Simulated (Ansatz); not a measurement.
# C3H6BClS: a ladder of functionals and wavefunction methods

The task here is to estimate one member of a computed series from the others.

Program: Ansatz 0.2.0, Gaussian basis. Level of theory: functionals in def2-TZVPP, the program's frozen cores in correlated methods. These are calculated values, not measurements.

The runs, in order: LDA (SPW92), PBE-D4, revPBE-D4, BLYP-D4, r2SCAN-D4, B97M-V, PBE0-D4, B3LYP-D4, r2SCANh-D4, r2SCAN0-D4, HSE06-D4, BHLYP-D4, CAM-B3LYP-D4, LC-ωPBE, ωB97X-V, ωB97M-V, B2PLYP, PBE-QIDH; CCSD(T)/def2-SVP; CCSD(T)/def2-TZVPP; MP2/def2-QZVPP; extrapolation to the limit; RPA on PBE.

## Structure used throughout

The geometry comes from an earlier relaxation with PBE0-D4 in a triple-zeta def2 set; it is a stationary point, not always the lowest conformer.

SMILES `CB(C=S)CCl`, 12 atoms, charge 0, spin multiplicity 1.

Atoms are counted from 1 here; the program's logs count them from 0.

Bond lengths: C1–B2 1.565 Å, C1–H7 1.098 Å, C1–H8 1.093 Å, C1–H9 1.091 Å, B2–C3 1.548 Å, B2–C5 1.576 Å, C3–S4 1.619 Å, C3–H10 1.091 Å, C5–Cl6 1.806 Å, C5–H11 1.089 Å, C5–H12 1.088 Å. Angles: B2–C1–H7 107.0°, B2–C1–H8 111.8°, B2–C1–H9 114.5°, H7–C1–H8 106.8°, H7–C1–H9 107.0°, H8–C1–H9 109.4°, C1–B2–C3 120.7°, C1–B2–C5 121.0°, C3–B2–C5 118.3°, B2–C3–S4 110.1°, B2–C3–H10 128.2°, S4–C3–H10 121.6°, B2–C5–Cl6 97.9°, B2–C5–H11 116.0°, B2–C5–H12 116.4°, Cl6–C5–H11 106.9°, Cl6–C5–H12 107.4°, H11–C5–H12 110.6°.

Set-up of the first run:

in.yaml reads:

```yaml
crystal:
  periodic: [false, false, false]
  atoms:
    - {symbol: C, position_ang: [-1.112459, 0.195431, -1.007295]}
    - {symbol: B, position_ang: [-0.019464, -0.111544, 0.069592]}
    - {symbol: C, position_ang: [-0.152207, -1.340578, 1.000806]}
    - {symbol: S, position_ang: [0.611014, -2.613926, 0.354790]}
    - {symbol: C, position_ang: [1.260942, 0.796889, 0.208108]}
    - {symbol: Cl, position_ang: [0.610253, 1.958347, 1.427949]}
    - {symbol: H, position_ang: [-0.811638, -0.322234, -1.927570]}
    - {symbol: H, position_ang: [-1.158828, 1.261076, -1.244979]}
    - {symbol: H, position_ang: [-2.111157, -0.162861, -0.752444]}
    - {symbol: H, position_ang: [-0.711878, -1.423191, 1.934126]}
    - {symbol: H, position_ang: [1.531248, 1.379312, -0.670987]}
    - {symbol: H, position_ang: [2.141174, 0.328180, 0.642105]}
basis:
  gaussian: {orbitals: def2-TZVPP}
hamiltonian: {xc: lda}
output: {orbitals: {seedname: orbitals}}
```

Among the steps run: LDA; PBE-D4 (GGA); revPBE-D4 (GGA); BLYP-D4 (GGA); r2SCAN-D4 (meta-GGA); B97M-V (meta-GGA); PBE0-D4 (hybrid); B3LYP-D4 (hybrid); r2SCANh-D4 (hybrid); r2SCAN0-D4 (hybrid); HSE06-D4 (hybrid); BHLYP-D4 (hybrid); CAM-B3LYP-D4 (range-separated); LC-ωPBE (range-separated); ωB97X-V (range-separated); ωB97M-V (range-separated); B2PLYP (double hybrid); PBE-QIDH (double hybrid).

One of the session's tables, all rows but one given; the rest of the session is left out.

It belongs to the step «Orbital energies across the functionals». 

```
  functional  HOMO (eV)  LUMO (eV)  gap (eV)
 LDA (SPW92)      -5.60      -3.66      1.94
      PBE-D4      -5.47      -3.45      2.03
   revPBE-D4      -5.42      -3.36      2.06
     BLYP-D4      -5.33      -3.28      2.05
   r2SCAN-D4      -5.68      -3.35      2.33
      B97M-V      -5.74      -3.27      2.46
     PBE0-D4      -6.65      -2.52      4.13
    B3LYP-D4      -6.43      -2.70      3.72
  r2SCANh-D4      -6.12      -3.00      3.12
  r2SCAN0-D4      -6.79      -2.47      4.32
    HSE06-D4      -6.25      -2.90      3.35
    BHLYP-D4      -7.72      -1.42      6.30
CAM-B3LYP-D4      -7.97      -1.34      6.63
     LC-ωPBE          ?          ?         ?
     ωB97X-V      -8.98      -0.29      8.69
     ωB97M-V      -8.83      -0.34      8.48
```

**Question.** Estimate the row for LC-ωPBE.

As computed: HOMO (eV): -9.33; LUMO (eV): -0.23; gap (eV): 9.10. In the column «HOMO (eV)» it is the lowest.
